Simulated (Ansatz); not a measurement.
# AlGeF (triplet): wave-function methods side by side, cc-pVDZ

Aim: climb from Hartree-Fock through coupled cluster for AlGeF (triplet) at one geometry and basis, and see what each rung misses.

The runs use Ansatz 0.2.0, Gaussian basis; cc-pVDZ, core rule «outside noble gas», up to 20 orbitals frozen.

To be run: UHF; CCSD(T) on ROHF; CCSD(T) on UHF; BCCD(T) on ROHF; CISD; CCSDT(Q) on ROHF; CCSDT(Q) on UHF.

32 further runs of the same task are left out: 6 for a known fault of the program, 1 for a mislabelled method, 15 that didn't finish, 10 set aside as unsound or not needed.

### 1 What is computed

The geometry is a PBE0/def2-TZVP stationary point (not a proven minimum) of the parent state, kept for this charge and spin. No spin-orbit coupling is included. The filled d shell of Ge may be among the frozen orbitals whatever the setting's name suggests; the logs give the count.

3 atoms, charge 0, spin multiplicity 3.

Atoms are counted from 1 here; the program's logs count them from 0.

Bond lengths: Al1–Ge2 2.422 Å, Al1–F3 1.649 Å. Angles: Ge2–Al1–F3 180.0°.

Geometry (Å):

```
Al    0.0000    0.0000    0.2578
Ge    0.0000    0.0000   -2.1645
F     0.0000    0.0000    1.9067
```

### 2 UHF

in.yaml reads:

```yaml
crystal:
  periodic: [false, false, false]
  atoms:
    - {symbol: Al, position_ang: [0.000000, 0.000000, 0.257800]}
    - {symbol: Ge, position_ang: [0.000000, 0.000000, -2.164500]}
    - {symbol: F, position_ang: [0.000000, 0.000000, 1.906700]}
basis:
  gaussian: {orbitals: cc-pVDZ}
magnetization: {spin_polarized: true, initial_magnetization: 2}
hamiltonian: {xc: hf}
output: {orbitals: {seedname: orbitals}}
```

Launch:

```bash
$ ansatz run in.yaml --threads 1 --pin off --events-out ev --progress --plain --max-ram 2393MiB
```

Further steps of the session: CCSD(T) on ROHF; CCSD(T) on UHF; BCCD(T) on ROHF; CISD; CCSDT(Q) on ROHF; CCSDT(Q) on UHF.

Before running them: what should the planned runs give, taken together? Wanted: UCCSDT(Q) below the RHF energy; RMP2 from UCCSDT(Q); UMP2 from UCCSDT(Q); RCCSD from UCCSDT(Q); RCCSD(T) from UCCSDT(Q); UCCSD(T) from UCCSDT(Q); RCCSDT(Q) from UCCSDT(Q); T1 diagnostic.

**Answer**, as computed:

```
                         quantity                      value
   UCCSDT(Q) below the RHF energy                 -8.9191 eV
              RMP2 from UCCSDT(Q)               +82.7 kJ/mol
              UMP2 from UCCSDT(Q)               +84.8 kJ/mol
             RCCSD from UCCSDT(Q)               +28.4 kJ/mol
          RCCSD(T) from UCCSDT(Q)                +6.3 kJ/mol
          UCCSD(T) from UCCSDT(Q)                +5.9 kJ/mol
         RCCSDT(Q) from UCCSDT(Q)                +0.8 kJ/mol
levels within 1 kcal/mol (43 meV)  RCCSDT, UCCSDT, RCCSDT(Q)
                    T1 diagnostic                      0.020
```

In words: RCCSD(T) lands +6.3 kJ/mol from the yardstick (0.7 % of the correlation energy). These misses are within one basis, not against nature; the frozen cores of restricted and unrestricted runs differ, which can shift their rows.
